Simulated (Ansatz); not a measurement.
# Pd3I (P1) in Ansatz: convergence with k mesh

Aim: find how far k mesh must go before the results for Pd3I settle, at LDA+U. This setting moves, with any that are tied to it; all else stays.

Everything below comes from runs of Ansatz 0.2.0. Logs are shortened: lines on timing, memory, paths and dates and some standing lists are left out, and cuts for length are marked.

**1. The cell of the first run**

The typed cell holds 4 atoms: a = 4.924 Å, b = 4.924 Å, c = 4.924 Å, α = 128.29°, β = 128.29°, γ = 76.15°.

The cell comes from a database or a generator and needn't be the stable form of this composition.

The cell isn't the ideal one: atoms moved at random, drawn with an rms of 0.05 Å.

**2. With k mesh 2 × 2 × 3**

The input, input.yaml:

```yaml
crystal:
  lattice:
    - [-2.146949, 2.146949, 3.87591]
    - [2.146949, -2.146949, 3.87591]
    - [2.146949, 2.146949, -3.87591]
  atoms:
    - { symbol: I, position: [-0.004259, -0.003252, -0.008471] }
    - { symbol: Pd, position: [0.502054, 0.502326, 0.001092] }
    - { symbol: Pd, position: [0.243639, 0.733987, 0.483926] }
    - { symbol: Pd, position: [0.747676, 0.2541, 0.50393] }
hamiltonian:
  xc: lda
  pseudopotentials: { kind: paw }
  hubbard: { sites: [{ species: Pd, l: d, u_eff: 7.0 }] }
kpoints:
  mp_grid: { grid: [2, 2, 3] }
scf:
  occupations: { method: cold, width: 0.1 }
output:
  forces: true
  stress: true
  eigenvalues: true
```

Potentials or basis: Ansatz PAW.

The run is started by

```console
ansatz run input.yaml --threads 2 --pin off --max-ram 5632MiB --backend cpu --events-out ev --progress --plain --runs-dir out
```

Standard output:

```text
Warning: RAYON_NUM_THREADS=2 ignored (pool sized by the plan → 2); use --threads N
I: projections on atomic orbitals take those of the free atom [Kr] 4d10 5s2 5p5, of charge +0.00 (hamiltonian.pseudopotentials.projection_atoms); the dataset's partial waves leave at most 9.4e-6 of an orbital's norm unspanned inside its sphere
Pd: projections on atomic orbitals take those of the free atom [Ar 3d10] 4s2 4p6 4d10, of charge +0.00 (hamiltonian.pseudopotentials.projection_atoms); the dataset's partial waves leave at most 1.0e-5 of an orbital's norm unspanned inside its sphere
Engine: ansatz 0.2.0, aarch64-unknown-linux-gnu
Pseudopotentials: kind: paw
Pseudopotential: I, paw, valence charge 17, recommended cutoff 420 eV (normal), I.paw.azcp
Pseudopotential: Pd, paw, valence charge 18, recommended cutoff 420 eV (normal), Pd.paw.azcp
Functional definition: SPW92
  exchange = slater_x
  correlation = pw_c
Crystal: 4 atoms, lattice volume = 71.462 Å³
Basis set: ecut = 420 eV, 1389 PW (Γ)
Bands: 43, of which v1, the nominal top of the filled ones, is band 36 counted from 1 (35 counted from 0)
Symmetry: 1 space group operations
Space group: P1 (ITA 1), of the structure as read, at distance tolerance 4.1e-5 Å
k-points: 8 of 12 (time reversal used)
Non-local potential: I, projectors of the file, l = 0: 2, l = 1: 2, l = 2: 2, l = 3: 2
Non-local potential: Pd, projectors of the file, l = 0: 2, l = 1: 2, l = 2: 2, l = 3: 1
PAW form: soft (Blöchl's): semilocal exchange-correlation on the pseudo side does not see the compensation charge
PAW frozen core: I, regenerated for the run's functional, and the local potential with it (the file was generated under x = pbe(κ = 0.804, μ = 0.2195149727645171), c = pbe(β = 0.06672455060314922))
PAW frozen core: Pd, regenerated for the run's functional, and the local potential with it (the file was generated under x = pbe(κ = 0.804, μ = 0.2195149727645171), c = pbe(β = 0.06672455060314922))
PAW one-centre angular grid: I, 590 points (default); XC on 64 Gauss nodes
PAW one-centre angular grid: Pd, 590 points (default); XC on 64 Gauss nodes
Initial density: superposition of atomic densities (chi_scale 0.1, normalization cell, long waves kept (reshape's long-wave potential 0.00 eV rms))
Initial wavefunctions: pseudopotential atomic-orbital guess
Functional: x = slater, c = lda
SCF iter   1: F=—  HF=-27886.465636 eV  |F-HF|=—  |Δ(HF+E_count)|=         —  Δρ=5.66e-2  dr2=4.05e0  ethr=3.10e-3  ⟨swp⟩=6.6  Hψ=1373  notcnv=0  defer=5
preconditioner: auto → Resta (q_TF=auto, 2.725 Å⁻¹)  ε∞=7.3  [insulator: Δε(μ)=0.362 eV  Ē_g=10.674 eV  σ=0.100 eV  W_gap=0.69  n_scr=22 (ndim 8)  ℏωp=26.7 eV  f_vac=0.000  D(μ)=4.67/eV (n_scr^D=60)  ε∞_Penn≈7.3]
SCF iter   2: F=—  HF=-27885.427710 eV  |F-HF|=—  |Δ(HF+E_count)|=    1.04e0  S|Δr|=    0.00e0  Δρ=2.99e-2  dr2=1.14e0  ethr=3.10e-3  ⟨swp⟩=3.0  Hψ=613  notcnv=0  defer=22
SCF iter   3: F=—  HF=-27885.034372 eV  |F-HF|=—  |Δ(HF+E_count)|=   3.93e-1  S|Δr|=    0.00e0  Δρ=6.72e-3  dr2=3.91e-2  ethr=1.60e-3  ⟨swp⟩=3.0  Hψ=544  notcnv=0  defer=22
SCF iter   4: F=—  HF=-27885.027991 eV  |F-HF|=—  |Δ(HF+E_count)|=   6.38e-3  S|Δr|=    0.00e0  Δρ=2.61e-3  dr2=4.47e-3  ethr=5.50e-5  ⟨swp⟩=2.1  Hψ=598  notcnv=0  defer=21
SCF iter   5: F=—  HF=-27885.027809 eV  |F-HF|=—  |Δ(HF+E_count)|=   1.82e-4  S|Δr|=    0.00e0  Δρ=8.30e-4  dr2=4.15e-4  ethr=6.30e-6  ⟨swp⟩=2.0  Hψ=468  notcnv=0  defer=21
SCF iter   6: F=—  HF=-27885.027808 eV  |F-HF|=—  |Δ(HF+E_count)|=   1.34e-6  S|Δr|=    0.00e0  Δρ=3.40e-4  dr2=9.18e-5  ethr=5.84e-7  ⟨swp⟩=2.0  Hψ=532  notcnv=0  defer=21
SCF iter   7: F=—  HF=-27885.027779 eV  |F-HF|=—  |Δ(HF+E_count)|=   2.82e-5  S|Δr|=    0.00e0  Δρ=7.66e-5  dr2=6.14e-6  ethr=1.29e-7  ⟨swp⟩=2.0  Hψ=534  notcnv=0  defer=21
SCF iter   8: F=—  HF=-27885.027779 eV  |F-HF|=—  |Δ(HF+E_count)|=   3.66e-7  S|Δr|=    0.00e0  Δρ=2.25e-5  dr2=3.49e-7  ethr=8.64e-9  ⟨swp⟩=2.0  Hψ=464  notcnv=0  defer=21
SCF iter   9: F=-27885.027779 eV  HF=-27885.027779 eV  |F-HF|=8.09e-9  |Δ(HF+E_count)|=   3.72e-8  S|Δr|=    0.00e0  Δρ=5.84e-6  dr2=1.96e-8  ethr=1.41e-10  ⟨swp⟩=11.4  Hψ=1559  notcnv=0
SCF 1 converged in 9 iterations: F = -27885.027779 eV  dr2 = 1.96e-8
SCF converged after 9 iterations
Stability not checked: this state was not tested for a lower state beside it, because cold or Methfessel-Paxton smearing, or corrected tetrahedra, fill the levels in a way that the test cannot read (fill_not_monotonic; see scf.lower_state_search)
Free energy (F): -27885.027779 eV
Harris-Foulkes:  -27885.027779 eV  (|F-HF|=8.09e-9)
Internal energy: -27885.025751 eV  (E = F + TS)
E sigma→0 (E₀):  -27885.027103 eV
Entropy (-TS):   -0.002028 eV (-0.507 meV/atom)
Fermi energy:    15.303827 eV
--- Per-component energies (eV) ---
  E_band       = -849.434144
  E_kinetic    = 1746.101252
  E_local      = -7174.678352  (includes V_loc(G=0)·N_el)
  E_nonlocal   = 592.405487
  E_hartree    = 3135.260787
  E_xc         = -629.762038
  E_vxc        = -762.011548  (∫ρ·V_xc dr)
  E_hubbard    = 2.758660  (on-site DFT+U / exact-exchange correction)
  E_vhub       = -96.607844  (the Hubbard potential's part of the band-sum identity)
  E_paw        = -15535.570400  (= ΣΔE_a)
  E_vpaw       = -1425.168738  (= ΣTr[D̂ρ^β])
  E_aug_tail   = 0.000661  (compensation charges beyond the density's cutoff)
  E_ewald      = -10024.365223
  E_core_change = 2.823416  (= ΣΔE_core)
  E_smearing   = -0.002028  (= −TS)
  E_closure    = 0.000000  (closes the sum)
  Σ components = -27885.027779   (vs F -27885.027779, Δ=0.00e0)
--- Forces (eV/Å), atoms counted from 1 ---
  atom   1  I     -0.02088434    -0.02087898    -0.04481837
  atom   2  Pd    -0.02353259    -0.02256063    -0.11197498
  atom   3  Pd     0.18210180     0.05005940     0.11122109
  atom   4  Pd    -0.13768249    -0.00662413     0.04557134
  max |Σ_I F_I| component: 4.34e-6 eV/Å
--- Stress (GPa, compression-positive) ---
       -8.947857       0.324645       1.685519
        0.324645      -9.320803       2.045868
        1.685519       2.045868      -8.826818
  P = ⅓ Tr σ = -9.0318 GPa (-90.318 kbar)
--- Band table (eV; the first three rows and the last of 8) ---
  k-point 0: bands = ["-65.8663", "-65.8548", "-65.4814", "-31.8188", "-31.8113", "-31.7429", "-31.7246", "-31.6713", "-31.6511", "-31.4045", "-31.3838", "-31.2591", "-30.7168", "-30.7157", "-30.6707", "-30.6570", "-30.6475", "1.3263", "9.2894", "9.6584", "9.6742", "9.7912", "10.1471", "11.3445", "11.5007", "11.5177", "12.6453", "12.8216", "13.0698", "13.0897", "13.1495", "13.1797", "13.7400", "14.2754", "14.6228", "15.6160", "15.6437", "21.8271", "21.8392", "22.1708", "23.5997", "23.6980", "23.7930"]
  k-point 1: bands = ["-65.8698", "-65.8650", "-65.4886", "-31.8166", "-31.8123", "-31.7348", "-31.7293", "-31.6820", "-31.6425", "-31.4093", "-31.3761", "-31.2577", "-30.7170", "-30.7151", "-30.6706", "-30.6588", "-30.6466", "1.4978", "8.7634", "9.9474", "10.4515", "10.5078", "10.5789", "11.1111", "11.4288", "11.5697", "11.8804", "12.0436", "12.3668", "12.6569", "12.7162", "12.8940", "13.5906", "14.2623", "14.5637", "15.2103", "17.9394", "20.3310", "20.4126", "21.7916", "23.2329", "24.6126", "26.6019"]
  k-point 2: bands = ["-65.8689", "-65.8575", "-65.4893", "-31.8199", "-31.8077", "-31.7131", "-31.7042", "-31.6918", "-31.6869", "-31.4027", "-31.3815", "-31.2585", "-30.7174", "-30.7134", "-30.6709", "-30.6586", "-30.6466", "1.5701", "8.9503", "9.5100", "9.5740", "10.8210", "10.8867", "11.3487", "11.4966", "11.6802", "11.7642", "11.8881", "12.4437", "12.5771", "12.6941", "12.7342", "13.6419", "13.8126", "15.8126", "16.2450", "16.3557", "20.2001", "21.2175", "21.7897", "23.8345", "25.4474", "25.8890"]
  k-point 7: bands = ["-65.8693", "-65.8622", "-65.4899", "-31.8153", "-31.8016", "-31.7291", "-31.7239", "-31.6904", "-31.6452", "-31.3981", "-31.3801", "-31.2623", "-30.7192", "-30.7154", "-30.6719", "-30.6587", "-30.6476", "1.4815", "9.2091", "9.6098", "10.1991", "10.5874", "10.7059", "10.7711", "10.8418", "11.6634", "12.4509", "12.5027", "12.5637", "12.6854", "12.7442", "13.2484", "13.4597", "13.6858", "13.8947", "14.2278", "19.5508", "20.3063", "21.6748", "21.7073", "25.0071", "25.6267", "25.8013"]
Occupation matrices written to <dir>
```

Wall time 1.7 s (2 threads of Arm Neoverse V2, shared host); peak memory 0.31 GiB.

What came out:

| Quantity | Value |
| --- | --- |
| Free energy | -27885.0278 eV |
| Pressure | -9.0 GPa |
| Largest force | 0.219 eV/Å |
| Band gap on the k mesh | none (metal or under the smearing width) |

**3. With k mesh 3 × 3 × 3**

input.yaml, as its differences from that of step 2:

```diff
@@ -15,3 +15,3 @@
 kpoints:
-  mp_grid: { grid: [2, 2, 3] }
+  mp_grid: { grid: [3, 3, 3] }
 scf:
```

Potentials or basis: Ansatz PAW.

The run is started by

```console
ansatz run input.yaml --threads 2 --pin off --max-ram 5632MiB --backend cpu --events-out ev --progress --plain --runs-dir out
```

Run time: 3.1 s. Hardware: 2 threads of Arm Neoverse V2, shared host; peak memory 0.33 GiB.

What came out:

```yaml
Free_energy: -27885.1273 eV
Pressure: -9.2 GPa
Largest_force: 0.171 eV/Å
Band_gap_on_the_k_mesh: none (metal or under the smearing width)
```

**4. With k mesh 4 × 4 × 4**

input.yaml, as its differences from that of step 3:

```diff
@@ -15,3 +15,3 @@
 kpoints:
-  mp_grid: { grid: [3, 3, 3] }
+  mp_grid: { grid: [4, 4, 4] }
 scf:
```

The run is started by

```console
ansatz run input.yaml --threads 2 --pin off --max-ram 5632MiB --backend cpu --events-out ev --progress --plain --runs-dir out
```

Wall time 6.4 s (2 threads of Arm Neoverse V2, shared host); peak memory 0.39 GiB.

Results:

```yaml
Free_energy: -27885.1924 eV
Pressure: -9.6 GPa
Largest_force: 0.194 eV/Å
Band_gap_on_the_k_mesh: none (metal or under the smearing width)
```

**5. With k mesh 4 × 4 × 5**

input.yaml, as its differences from that of step 4:

```diff
@@ -15,3 +15,3 @@
 kpoints:
-  mp_grid: { grid: [4, 4, 4] }
+  mp_grid: { grid: [4, 4, 5] }
 scf:
```

The run is started by

```console
ansatz run input.yaml --threads 2 --pin off --max-ram 5632MiB --backend cpu --events-out ev --progress --plain --runs-dir out
```

Wall time 7.8 s (2 threads of Arm Neoverse V2, shared host); peak memory 0.41 GiB.

Results:

* Free energy: -27885.1397 eV
* Pressure: -9.4 GPa
* Largest force: 0.190 eV/Å
* Band gap on the k mesh: none (metal or under the smearing width)

**6. With k mesh 5 × 5 × 6**

input.yaml, as its differences from that of step 5:

```diff
@@ -15,3 +15,3 @@
 kpoints:
-  mp_grid: { grid: [4, 4, 5] }
+  mp_grid: { grid: [5, 5, 6] }
 scf:
```

Potentials or basis: Ansatz PAW.

The run is started by

```console
ansatz run input.yaml --threads 2 --pin off --max-ram 5632MiB --backend cpu --events-out ev --progress --plain --runs-dir out
```

Wall time 14 s (2 threads of Arm Neoverse V2, shared host); peak memory 0.5 GiB.

Results (log left out):

- Free energy: -27885.1534 eV
- Pressure: -9.5 GPa
- Largest force: 0.181 eV/Å
- Band gap on the k mesh: none (metal or under the smearing width)

**7. With k mesh 6 × 6 × 8**

input.yaml, as its differences from that of step 6:

```diff
@@ -15,3 +15,3 @@
 kpoints:
-  mp_grid: { grid: [5, 5, 6] }
+  mp_grid: { grid: [6, 6, 8] }
 scf:
```

The run is started by

```console
ansatz run input.yaml --threads 2 --pin off --max-ram 5632MiB --backend cpu --events-out ev --progress --plain --runs-dir out
```

Run time: 26 s. Hardware: 2 threads of Arm Neoverse V2, shared host; peak memory 0.71 GiB.

The run converged. Its results:

```yaml
Free_energy: -27885.1566 eV
Pressure: -9.5 GPa
Largest_force: 0.183 eV/Å
Band_gap_on_the_k_mesh: none (metal or under the smearing width)
```

**8. With k mesh 8 × 8 × 10**

input.yaml, as its differences from that of step 7:

```diff
@@ -15,3 +15,3 @@
 kpoints:
-  mp_grid: { grid: [6, 6, 8] }
+  mp_grid: { grid: [8, 8, 10] }
 scf:
```

The run is started by

```console
ansatz run input.yaml --threads 2 --pin off --max-ram 5632MiB --backend cpu --events-out ev --progress --plain --runs-dir out
```

Run time: 57 s. Hardware: 2 threads of Arm Neoverse V2, shared host; peak memory 1.2 GiB.

The run converged. Its results:

```yaml
Free_energy: -27885.1551 eV
Pressure: -9.5 GPa
Largest_force: 0.187 eV/Å
Band_gap_on_the_k_mesh: none (metal or under the smearing width)
```

**9. With k mesh 10 × 10 × 12**

input.yaml, as its differences from that of step 8:

```diff
@@ -15,3 +15,3 @@
 kpoints:
-  mp_grid: { grid: [8, 8, 10] }
+  mp_grid: { grid: [10, 10, 12] }
 scf:
```

Potentials or basis: Ansatz PAW.

The run is started by

```console
ansatz run input.yaml --threads 2 --pin off --max-ram 5632MiB --backend cpu --events-out ev --progress --plain --runs-dir out
```

Wall time 1.8 min (2 threads of Arm Neoverse V2, shared host); peak memory 2 GiB.

Results (log left out):

```yaml
Free_energy: -27885.1558 eV
Pressure: -9.5 GPa
Largest_force: 0.181 eV/Å
Band_gap_on_the_k_mesh: none (metal or under the smearing width)
```

**10. With k mesh 12 × 12 × 14**

input.yaml, as its differences from that of step 9:

```diff
@@ -15,3 +15,3 @@
 kpoints:
-  mp_grid: { grid: [10, 10, 12] }
+  mp_grid: { grid: [12, 12, 14] }
 scf:
```

The run is started by

```console
ansatz run input.yaml --threads 2 --pin off --max-ram 5632MiB --backend cpu --events-out ev --progress --plain --runs-dir out
```

Wall time 55 s (2 threads of Arm Neoverse V2, shared host).

The calculation hadn't finished when its time ran out.

**11. Result**

| k mesh | energy less the tightest run, at zero smearing (meV/atom) | pressure (GPa) | largest force (eV/Å) | SCF cycles | CPU time (s) | peak memory (GiB) |
| --- | --- | --- | --- | --- | --- | --- |
| 2 × 2 × 3 | 32.08 | -9.03 | 0.219 | 9 | 3.3 | 0.31 |
| 3 × 3 × 3 | 7.94 | -9.23 | 0.171 | 10 | 6 | 0.33 |
| 4 × 4 × 4 | -9.19 | -9.58 | 0.194 | 10 | 13 | 0.39 |
| 4 × 4 × 5 | 4.25 | -9.41 | 0.190 | 10 | 15 | 0.41 |
| 5 × 5 × 6 | 0.76 | -9.46 | 0.181 | 10 | 28 | 0.5 |
| 6 × 6 × 8 | -0.36 | -9.50 | 0.183 | 10 | 52 | 0.71 |
| 8 × 8 × 10 | 0.02 | -9.51 | 0.187 | 10 | 110 | 1.2 |
| 10 × 10 × 12 | 0.00 | -9.49 | 0.181 | 10 | 210 | 2 |
| 12 × 12 × 14 | timed out after 55 s | - | - | - | - | - |

Against the tightest run, the energy stays within 1 meV/atom from 5 × 5 × 6 on; the pressure stays within 0.1 GPa from 4 × 4 × 4 on. Not settled before the last step: the largest force (to 0.005 eV/Å). Meshes of other sizes hit other points, so gaps and Fermi surfaces needn't settle smoothly. The tightest run that finished is the yardstick and may itself not be fully converged.

Caveats: an odd number of electrons without spin polarisation forces a metal; a magnetic or distorted state may lie lower; U without spin polarisation on a metal has little footing; the PAW data sets come from PBE, with cores solved anew for the run's functional, which leaves a small shift of forces and pressure.
